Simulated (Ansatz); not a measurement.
# F3H2InS: up Jacob's ladder to CCSD(T)

How much do the methods differ for F3H2InS? The plan is to run it at one geometry with functionals of several rungs and with coupled cluster, and see how far each lands from CCSD(T) at the basis-set limit for the atomisation energy.

The runs use Ansatz 0.2.0, Gaussian basis; functionals in def2-TZVPP, the program's frozen cores in correlated methods.

Levels to be run: LDA (SPW92), PBE-D4, revPBE-D4, BLYP-D4, r2SCAN-D4, B97M-V, PBE0-D4, B3LYP-D4, r2SCANh-D4, r2SCAN0-D4, HSE06-D4, BHLYP-D4, CAM-B3LYP-D4, LC-ωPBE, ωB97X-V, ωB97M-V, B2PLYP, PBE-QIDH; CCSD(T)/def2-SVP; CCSD(T)/def2-TZVPP; MP2/def2-QZVPP; extrapolation to the limit; RPA on PBE.

## 1. The geometry

An earlier PBE0-D4 in a triple-zeta def2 set relaxation fixed the geometry. In takes the def2 core potential; no spin-orbit term is included.

SMILES `[F][In-]([F])([F])[SH2+]`, 7 atoms, charge 0, spin multiplicity 1.

Atoms are counted from 1 here; the program's logs count them from 0.

Bond lengths: F1–In2 1.933 Å, In2–F3 1.946 Å, In2–F4 1.946 Å, In2–S5 2.676 Å, S5–H6 1.347 Å, S5–H7 1.347 Å. Angles: F1–In2–F3 119.1°, F1–In2–F4 119.2°, F1–In2–S5 107.7°, F3–In2–F4 116.8°, F3–In2–S5 92.0°, F4–In2–S5 92.2°, In2–S5–H6 88.9°, In2–S5–H7 89.0°, H6–S5–H7 93.1°.

## 2. LDA

This LDA is Slater exchange with PW92 correlation.

in.yaml reads:

```yaml
crystal:
  periodic: [false, false, false]
  atoms:
    - {symbol: F, position_ang: [1.283224, -1.699945, 1.638177]}
    - {symbol: In, position_ang: [0.094480, -1.048966, 0.259978]}
    - {symbol: F, position_ang: [-1.805489, -0.884044, 0.648785]}
    - {symbol: F, position_ang: [0.591996, -1.277599, -1.607484]}
    - {symbol: S, position_ang: [0.390070, 1.607414, 0.120012]}
    - {symbol: H, position_ang: [-0.951673, 1.729828, 0.116368]}
    - {symbol: H, position_ang: [0.458590, 1.505312, -1.221633]}
basis:
  gaussian: {orbitals: def2-TZVPP}
hamiltonian: {xc: lda}
output: {orbitals: {seedname: orbitals}}
```

The run is started by

```
ansatz run in.yaml --threads 4 --pin off --events-out ev --progress --plain --max-ram 10444MiB
```

The runs that follow: PBE-D4 (GGA); revPBE-D4 (GGA); BLYP-D4 (GGA); r2SCAN-D4 (meta-GGA); B97M-V (meta-GGA); PBE0-D4 (hybrid); B3LYP-D4 (hybrid); r2SCANh-D4 (hybrid); r2SCAN0-D4 (hybrid); HSE06-D4 (hybrid); BHLYP-D4 (hybrid); CAM-B3LYP-D4 (range-separated); LC-ωPBE (range-separated); ωB97X-V (range-separated); ωB97M-V (range-separated); B2PLYP (double hybrid); PBE-QIDH (double hybrid); CCSD(T) in def2-SVP; CCSD(T) in def2-TZVPP; MP2 in def2-QZVPP; RPA on PBE orbitals.

Q: Predict the results of all the runs planned. Wanted: atomisation energy, CCSD(T)/CBS; farthest beyond LDA; mean size of error, GGA; mean size of error, meta-GGA; mean size of error, hybrid; mean size of error, range-separated; mean size of error, double hybrid; gap, smallest and largest; T1 diagnostic.

The runs gave:

| quantity | value |
| --- | --- |
| atomisation energy, CCSD(T)/CBS | 21.794 eV |
| functionals within 0.218 eV (1.0 %) | PBE-D4, ωB97X-V |
| farthest beyond LDA | BHLYP-D4 (-1.830 eV) |
| mean size of error, GGA | 0.423 eV |
| mean size of error, meta-GGA | 0.250 eV |
| mean size of error, hybrid | 1.001 eV |
| mean size of error, range-separated | 0.286 eV |
| mean size of error, double hybrid | 0.821 eV |
| gap, smallest and largest | 5.01 eV (LDA (SPW92)), 12.77 eV (LC-ωPBE) |
| T1 diagnostic | 0.0158 |
| triples share of the correlation energy | 3.1 % |

In words: LDA overbinds by 3.489 eV (16 %). PBE-D4 is off by +0.064 eV. Double hybrids carry the basis error of their MP2 part in triple zeta, and no dispersion term here, so their miss is partly the set-up's. By mean error the best rung here is meta-GGA (0.250 eV) and the worst beyond LDA is hybrid (1.001 eV). The gap between the best rungs is small, so their order is not settled. The mean of the hybrids holds BHLYP, with half exact exchange. Misses under about 0.218 eV are within the doubt on the reference itself, which lacks core-valence correlation, spin-orbit coupling and higher excitations, and its outer-core shells are covered unevenly. All levels share the lack of spin-orbit coupling, which lowers the free heavy atoms and so the true binding. Hartree-Fock recovers 66 % of the binding; the rest is correlation. CCSD(T) in def2-SVP is off by -2.006 eV, which most functionals beat. The gap grows from 5.0 to 12.8 eV across the functionals, mostly with the share of exact exchange. Correlated methods include outer-core shells of In, which these sets cover unevenly.
